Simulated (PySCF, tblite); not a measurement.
**CH₉NO₃Si₃, a small molecule taken as a stand-in for a surface group (silica 3-ring): NMR shifts, core binding energies and electronic excitations**

Aim: the NMR shifts, core binding energies and electronic excitations of `CN[SiH]1O[SiH2]O[SiH2]O1`.

Programs: tblite 0.8.0 and PySCF 2.14.0. All values are calculated, for the isolated system unless a continuum is named. Atoms count from 0, parts from 1.

## 1. The system as given

17 atoms, charge 0, multiplicity 1; geometry: distance geometry start.

## 2. Relaxing the cluster with GFN2-xTB

Job settings and geometry (Å):

```
{"job": {"kind": "relax", "xc": "GFN2-xTB", "basis": "xTB"}, "charge": 0, "multiplicity": 1}
O     -0.855808     1.804998    -0.287205
Si    -2.523939     1.620584    -0.861103
O     -2.530543     0.602336    -2.310807
Si    -1.382838    -0.696186    -2.659383
O      0.174353    -0.292674    -1.954345
Si     0.433793     0.604487    -0.454865
N      0.409263    -0.532889     0.956491
C     -0.919511    -0.892114     1.432163
H     -3.278119     0.960742     0.165368
H     -3.086884     2.885355    -1.156378
H     -1.860789    -1.915072    -2.076596
H     -1.239594    -0.871172    -4.049717
H      1.675801     1.278551    -0.507407
H      1.107983    -1.262982     0.977577
H     -0.826052    -1.574198     2.212760
H     -1.433871    -0.064596     1.769431
H     -1.428520    -1.363293     0.648255
```

Level: GFN2-xTB geometry optimisation, gas phase.

On the command line:

```
OMP_NUM_THREADS=1 python cluster_run.py task.json out
```

The driver reads the jobs from task.json and runs them one after another.

Standard output:

```text
step      E/eV     max force
  0    -743.53920    3.597
  1    -744.38533    2.286
  2    -744.91749    1.078
  3    -745.04027    0.976
  4    -745.18664    0.659
  5    -745.21629    0.491
  6    -745.27056    0.580
  7    -745.32204    0.835
  8    -745.37273    0.748
  9    -745.39772    0.399
 10    -745.40967    0.210
 11    -745.41774    0.212
 12    -745.42595    0.271
 13    -745.43241    0.236
 14    -745.43635    0.144
 15    -745.43931    0.128
 16    -745.44312    0.161
 17    -745.44782    0.192
 18    -745.45204    0.168
 19    -745.45512    0.130
 20    -745.45795    0.151
 21    -745.46167    0.144
 22    -745.46636    0.159
 23    -745.47132    0.160
 24    -745.47633    0.151
 25    -745.48236    0.204
 26    -745.48935    0.204
 27    -745.49461    0.149
 28    -745.49815    0.119
 29    -745.50032    0.108
 30    -745.50194    0.106
 31    -745.50450    0.112
 32    -745.50761    0.112
 33    -745.51085    0.145
 34    -745.51402    0.170
 35    -745.51681    0.137
 36    -745.51879    0.078
 37    -745.51998    0.069
 38    -745.52081    0.101
 39    -745.52160    0.077
 40    -745.52241    0.055
 41    -745.52291    0.053
 42    -745.52356    0.047
 43    -745.52397    0.048
 44    -745.52432    0.044
 45    -745.52462    0.046
 46    -745.52499    0.052
 47    -745.52556    0.069
 48    -745.52648    0.095
 49    -745.52776    0.108
 50    -745.52920    0.089
 51    -745.53045    0.082
 52    -745.53138    0.089
 53    -745.53233    0.090
 54    -745.53402    0.091
 55    -745.53737    0.129
 56    -745.54093    0.141
 57    -745.53227    0.547
 58    -745.54357    0.175
 59    -745.54356    0.113
 60    -745.54615    0.062
 61    -745.54697    0.076
 62    -745.54774    0.068
 63    -745.54899    0.064
 64    -745.54955    0.062
 65    -745.54997    0.052
 66    -745.55025    0.039
 67    -745.55053    0.041
 68    -745.55080    0.035
 69    -745.55103    0.045
 70    -745.55123    0.036
 71    -745.55146    0.036
 72    -745.55171    0.028
 73    -745.55190    0.035
 74    -745.55201    0.030
 75    -745.55211    0.034
 76    -745.55222    0.028
 77    -745.55240    0.019
 78    -745.55251    0.020
 79    -745.55264    0.027
 80    -745.55274    0.025
 81    -745.55283    0.019
 82    -745.55290    0.022
 83    -745.55295    0.023
 84    -745.55300    0.019
 85    -745.55306    0.015
 86    -745.55311    0.013
 87    -745.55315    0.010
 88    -745.55317    0.017
 89    -745.55321    0.024
 90    -745.55326    0.029
 91    -745.55333    0.030
 92    -745.55344    0.023
 93    -745.55355    0.020
 94    -745.55365    0.024
 95    -745.55375    0.029
 96    -745.55388    0.027
 97    -745.55402    0.026
 98    -745.55414    0.021
 99    -745.55423    0.018
100    -745.55428    0.015
101    -745.55432    0.012
102    -745.55436    0.012
103    -745.55440    0.013
104    -745.55444    0.016
105    -745.55449    0.018
106    -745.55454    0.018
107    -745.55459    0.016
108    -745.55465    0.018
109    -745.55469    0.017
110    -745.55473    0.013
111    -745.55476    0.012
112    -745.55479    0.012
113    -745.55481    0.012
114    -745.55482    0.009
115    -745.55484    0.009
116    -745.55485    0.009
117    -745.55486    0.009
118    -745.55488    0.009
119    -745.55490    0.009
120    -745.55491    0.009
121    -745.55493    0.010
122    -745.55495    0.011
123    -745.55498    0.012
124    -745.55501    0.011
125    -745.55504    0.009
126    -745.55505    0.008
127    -745.55506    0.010
128    -745.55508    0.014
129    -745.55511    0.017
130    -745.55515    0.018
131    -745.55520    0.018
132    -745.55526    0.022
133    -745.55535    0.032
134    -745.55547    0.037
135    -745.55566    0.033
136    -745.55589    0.027
137    -745.55613    0.039
138    -745.55632    0.041
139    -745.55645    0.031
140    -745.55660    0.046
141    -745.55681    0.045
142    -745.55717    0.048
143    -745.55758    0.074
144    -745.55813    0.065
145    -745.55345    0.383
146    -745.55887    0.054
147    -745.55941    0.051
148    -745.55986    0.364
149    -745.56189    0.067
150    -745.56365    0.106
151    -745.56202    0.470
152    -745.56643    0.138
153    -745.56804    0.141
154    -745.56645    0.514
155    -745.57238    0.140
156    -745.57473    0.132
157    -745.58052    0.380
158    -745.58620    0.136
159    -745.59202    0.133
160    -745.59278    0.501
161    -745.60144    0.198
162    -745.60527    0.199
163    -745.61220    0.325
164    -745.61929    0.159
165    -745.62243    0.136
166    -745.62631    0.123
167    -745.62967    0.213
168    -745.63508    0.246
169    -745.64044    0.231
170    -745.64543    0.235
171    -745.64911    0.421
172    -745.65273    0.137
173    -745.65560    0.228
174    -745.65791    0.147
175    -745.66098    0.127
176    -745.66306    0.138
177    -745.66538    0.133
178    -745.66715    0.151
179    -745.66889    0.130
180    -745.67049    0.077
181    -745.67101    0.136
182    -745.67186    0.087
183    -745.67254    0.087
184    -745.67354    0.070
185    -745.67435    0.071
186    -745.67500    0.066
187    -745.67535    0.041
188    -745.67558    0.057
189    -745.67580    0.051
190    -745.67640    0.060
191    -745.67670    0.051
192    -745.67704    0.035
193    -745.67726    0.039
194    -745.67753    0.044
195    -745.67781    0.039
196    -745.67806    0.044
197    -745.67826    0.045
198    -745.67846    0.048
199    -745.67872    0.048
200    -745.67901    0.039
201    -745.67901    0.039
202    -745.68029    0.091
203    -745.68045    0.034
204    -745.68061    0.002
```

Wall time 5.7 s (1 thread of Intel Xeon Platinum 8488C, shared host).

Along the way:

```
step  energy from step 0 (eV)  largest force (eV/Å)
   0                   0.0000                3.5971
   8                  -1.8335                0.7478
  16                  -1.9039                0.1603
  24                  -1.9371                0.1514
  32                  -1.9684                0.1130
  40                  -1.9832                0.0554
  48                  -1.9873                0.0952
  56                  -2.0017                0.1414
  64                  -2.0103                0.0618
  72                  -2.0125                0.0282
  80                  -2.0135                0.0248
  88                  -2.0140                0.0164
  96                  -2.0147                0.0269
 104                  -2.0152                0.0158
 112                  -2.0156                0.0120
 120                  -2.0157                0.0085
 128                  -2.0159                0.0142
 136                  -2.0167                0.0275
 144                  -2.0189                0.0651
 152                  -2.0272                0.1383
 160                  -2.0536                0.5007
 168                  -2.0959                0.2467
 176                  -2.1239                0.1376
 184                  -2.1343                0.0697
 192                  -2.1378                0.0348
 200                  -2.1398                0.0394
 204                  -2.1414                0.0024
```

Close pairs (by a distance rule), those that changed most:

```
  bond  before (Å)  after (Å)  change (Å)
O0–Si1       1.774      1.623      -0.151
Si1–O2       1.772      1.624      -0.147
O0–Si5       1.770      1.626      -0.144
O2–Si3       1.768      1.625      -0.143
O4–Si5       1.767      1.626      -0.140
Si3–O4       1.756      1.620      -0.137
Si5–N6       1.813      1.709      -0.104
C7–H15       1.031      1.087      +0.056
```

## 3. Geometry optimisation at PBE0-D3(BJ)/def2-SVP

Job settings and geometry (Å):

```
{"job": {"xc": "PBE0", "basis": "def2-SVP", "d3": "d3bj", "grid": 2, "kind": "geom", "shake": 0.01}, "charge": 0, "multiplicity": 1}
O     -0.455927     1.064828     0.325088
Si    -1.661478     1.483733    -0.722543
O     -1.389210     0.771345    -2.159248
Si    -0.192358    -0.287079    -2.603706
O      0.779368    -0.573661    -1.373410
Si     0.822186     0.148081     0.096945
N      0.758011    -1.128599     1.240027
C      0.762393    -0.865262     2.655923
H     -2.898125     0.945681    -0.175618
H     -1.556214     2.919135    -0.936158
H     -0.900077    -1.552521    -2.877431
H      0.552110     0.360937    -3.641137
H      1.939366     1.063863     0.077335
H      1.225712    -1.972207     1.014823
H      1.748612    -0.698782     3.053588
H      0.141809     0.026957     2.853950
H      0.314308    -1.706651     3.191662
```

Standard output:

```text
step   0  E = -1191.46884102  max force = 0.036243
step   1  E = -1191.48596180  max force = 0.006738
step   2  E = -1191.48638202  max force = 0.003085
step   3  E = -1191.48657708  max force = 0.002019
step   4  E = -1191.48674691  max force = 0.003040
step   5  E = -1191.48695744  max force = 0.003695
step   6  E = -1191.48713537  max force = 0.002567
step   7  E = -1191.48721043  max force = 0.001172
step   8  E = -1191.48726167  max force = 0.001132
step   9  E = -1191.48732131  max force = 0.001544
step  10  E = -1191.48736395  max force = 0.002319
step  11  E = -1191.48740744  max force = 0.001657
step  12  E = -1191.48749631  max force = 0.001143
step  13  E = -1191.48752017  max force = 0.001282
step  14  E = -1191.48754153  max force = 0.000818
step  15  E = -1191.48756426  max force = 0.001164
step  16  E = -1191.48759459  max force = 0.001627
step  17  E = -1191.48761408  max force = 0.001647
step  18  E = -1191.48765021  max force = 0.000655
step  19  E = -1191.48765219  max force = 0.000175
optimisation converged
```

Run time: 6.1 min. Hardware: 1 thread of Intel Xeon Platinum 8488C, shared host; peak memory 0.91 GiB.

The steps of the relaxation:

```
step  energy from step 0 (eV)  largest force component (eV/Å)
   0                   0.0000                          1.8637
   1                  -0.4659                          0.3465
   2                  -0.4773                          0.1586
   3                  -0.4826                          0.1038
   4                  -0.4872                          0.1563
   5                  -0.4930                          0.1900
   6                  -0.4978                          0.1320
   7                  -0.4999                          0.0603
   8                  -0.5013                          0.0582
   9                  -0.5029                          0.0794
  10                  -0.5040                          0.1192
  11                  -0.5052                          0.0852
  12                  -0.5076                          0.0588
  13                  -0.5083                          0.0659
  14                  -0.5089                          0.0421
  15                  -0.5095                          0.0599
  16                  -0.5103                          0.0837
  17                  -0.5108                          0.0847
  18                  -0.5118                          0.0337
  19                  -0.5119                          0.0090
```

Distances of close pairs at the start and the end, largest changes first:

```
   bond  before (Å)  after (Å)  change (Å)
 O0–Si5       1.589      1.666      +0.077
 Si3–O4       1.594      1.663      +0.069
Si3–H11       1.432      1.486      +0.054
Si5–H12       1.445      1.482      +0.037
 Si1–O2       1.627      1.663      +0.036
 Si1–H8       1.455      1.487      +0.032
 Si1–H9       1.455      1.485      +0.030
 C7–H14       1.076      1.106      +0.030
```

The end geometry stands in the next job.

```
                         at the end point                value
  point group (found at 0.08 Å tolerance)                   C1
rotational constants (GHz, main isotopes)  1.767, 1.043, 0.794
                        dipole moment (D)                 1.68
```

## 4. Shielding tensors: PBE0/pcSseg-1

Job settings and geometry (Å):

```
{"job": {"kind": "nmr", "xc": "PBE0", "basis": "pcSseg-1"}, "charge": 0, "multiplicity": 1}
O      0.021373     1.434139     0.246911
Si    -1.513750     1.518689    -0.386726
O     -1.538669     0.578282    -1.758131
Si    -0.385391    -0.345978    -2.521160
O      0.989365    -0.312227    -1.586673
Si     1.178197     0.269874    -0.039340
N      0.884897    -1.033977     1.031273
C      0.562364    -0.911093     2.433631
H     -2.506197     0.987930     0.585800
H     -1.810918     2.930607    -0.739405
H     -0.883405    -1.740845    -2.649931
H     -0.077974     0.236782    -3.853210
H      2.498245     0.937633     0.041609
H      1.203381    -1.953786     0.746790
H      1.433075    -1.033321     3.104891
H      0.136228     0.085090     2.625611
H     -0.200482    -1.647615     2.737742
```

Level: GIAO PBE0/pcSseg-1 NMR shielding, non-relativistic, gas phase.

Standard output:

```text
coarse grid: 15864 points
cycle   1  E = -1191.5980125614  dE =  1.022e+00  |g| = 1.224e+00  |ddm| = 3.901e+00
cycle   2  E = -1191.2366902863  dE =  3.613e-01  |g| = 1.849e+00  |ddm| = 2.136e+00
cycle   3  E = -1191.8573294639  dE = -6.206e-01  |g| = 9.712e-02  |ddm| = 1.455e+00
cycle   4  E = -1191.8586172230  dE = -1.288e-03  |g| = 5.705e-02  |ddm| = 1.271e-01
cycle   5  E = -1191.8592719607  dE = -6.547e-04  |g| = 1.274e-02  |ddm| = 5.274e-02
cycle   6  E = -1191.8593038548  dE = -3.189e-05  |g| = 2.343e-03  |ddm| = 1.263e-02
cycle   7  E = -1191.8593048303  dE = -9.755e-07  |g| = 9.214e-04  |ddm| = 2.024e-03
final grid: 139952 points
cycle   8  E = -1191.9314335324  dE = -1.461e-05  |g| = 1.191e-02  |ddm| = 1.892e-02
cycle   9  E = -1191.9314022015  dE =  3.133e-05  |g| = 1.767e-02  |ddm| = 1.931e-02
cycle  10  E = -1191.9314591259  dE = -5.692e-05  |g| = 9.635e-04  |ddm| = 1.201e-02
cycle  11  E = -1191.9314593144  dE = -1.885e-07  |g| = 1.798e-04  |ddm| = 6.969e-04
cycle  12  E = -1191.9314593213  dE = -6.867e-09  |g| = 4.697e-05  |ddm| = 1.506e-04
cycle  13  E = -1191.9314593215  dE = -2.583e-10  |g| = 2.843e-05  |ddm| = 5.298e-05
converged SCF energy = -1191.9314593215

GIAO shielding tensors (ppm)
atom      isotropic    diamagn.    paramagn.     s11        s22        s33       span
  0 O      237.077     403.300    -166.223    190.908    246.303    274.021     83.113
  1 Si     384.644     880.424    -495.780    357.856    395.780    400.296     42.440
  2 O      249.318     402.594    -153.276    183.870    224.162    339.921    156.051
  3 Si     384.661     880.009    -495.348    358.052    394.887    401.045     42.993
  4 O      235.298     403.221    -167.923    194.459    227.964    283.471     89.012
  5 Si     401.308     882.731    -481.423    384.732    394.398    424.795     40.063
  6 N      225.391     327.387    -101.996    201.724    208.739    265.711     63.987
  7 C      156.727     242.040     -85.313    131.882    151.472    186.827     54.945
  8 H       25.991      30.552      -4.561     22.868     24.021     31.085      8.217
  9 H       26.104      28.112      -2.007     22.863     23.448     32.001      9.137
 10 H       26.097      29.674      -3.577     23.012     23.679     31.600      8.588
 11 H       26.088      27.622      -1.533     22.923     23.376     31.965      9.043
 12 H       26.372      29.484      -3.112     22.633     23.766     32.717     10.085
 13 H       30.663      34.383      -3.721     22.070     29.739     40.180     18.110
 14 H       28.623      26.717       1.906     23.031     26.302     36.535     13.504
 15 H       28.487      30.228      -1.741     23.635     28.544     33.281      9.645
 16 H       28.574      28.874      -0.300     23.536     26.379     35.807     12.271
```

Run time: 34 s. Hardware: 1 thread of Intel Xeon Platinum 8488C, shared host; peak memory 1 GiB.

Shifts follow as δ = σ(reference) − σ, with reference shieldings (ppm) from runs at the same level and on the same kind of geometry: 1H TMS 31.27, 13C TMS 184.4, 29Si TMS 352.0, 15N NH3 265.7, 17O H2O 334.6. The references are single molecules in the gas phase, so shifts against H2O, NH3, PH3, H3PO4 or CFCl3 are not on the usual liquid scales and can be off by tens of ppm.

```
atoms                             environment  σ (ppm)  δ (ppm)
   C7                 carbon bonded to N, 3 H    156.7     27.7
   H8     hydrogen on a silicon bonded to 2 O    25.99     5.28
  H11     hydrogen on a silicon bonded to 2 O    26.09     5.18
  H10     hydrogen on a silicon bonded to 2 O    26.10     5.17
   H9     hydrogen on a silicon bonded to 2 O    26.10     5.16
  H12  hydrogen on a silicon bonded to N, 2 O    26.37     4.89
  H15        hydrogen on a carbon bonded to N    28.49     2.78
  H16        hydrogen on a carbon bonded to N    28.57     2.69
  H14        hydrogen on a carbon bonded to N    28.62     2.64
  H13  hydrogen on a nitrogen bonded to C, Si    30.66     0.60
   O4                   oxygen bonded to 2 Si    235.3     99.3
   O0                   oxygen bonded to 2 Si    237.1     97.5
   O2                   oxygen bonded to 2 Si    249.3     85.2
  Si1              silicon bonded to 2 O, 2 H    384.6    -32.7
  Si3              silicon bonded to 2 O, 2 H    384.7    -32.7
  Si5             silicon bonded to N, 2 O, H    401.3    -49.3
   N6             nitrogen bonded to C, Si, H    225.4     40.3
```

The run also stored atomic charges by several schemes (e):

```
atoms  Mulliken    IAO  Hirshfeld  ESP fit
   O0     -0.78  -0.88      -0.32    -0.56
  Si1      1.03   1.18       0.46     0.85
   O2     -0.77  -0.88      -0.32    -0.59
  Si3      1.03   1.19       0.46     0.86
   O4     -0.77  -0.88      -0.32    -0.61
  Si5      1.21   1.37       0.48     0.90
   N6     -0.71  -0.70      -0.25    -0.64
   C7     -0.10  -0.29      -0.06    -0.07
```

Mayer bond orders: O0–Si1 0.93, Si1–O2 0.91, O2–Si3 0.90, Si3–O4 0.93, O4–Si5 0.91, Si5–N6 1.00, N6–C7 0.96, Si5–O0 0.89.

Ring of atoms O0, Si1, O2, Si3, O4, Si5: NICS(0) -2.1, NICS(1) -0.2, NICS(1)zz 3.8 ppm (means of both faces).

[end of part 1 of 2]
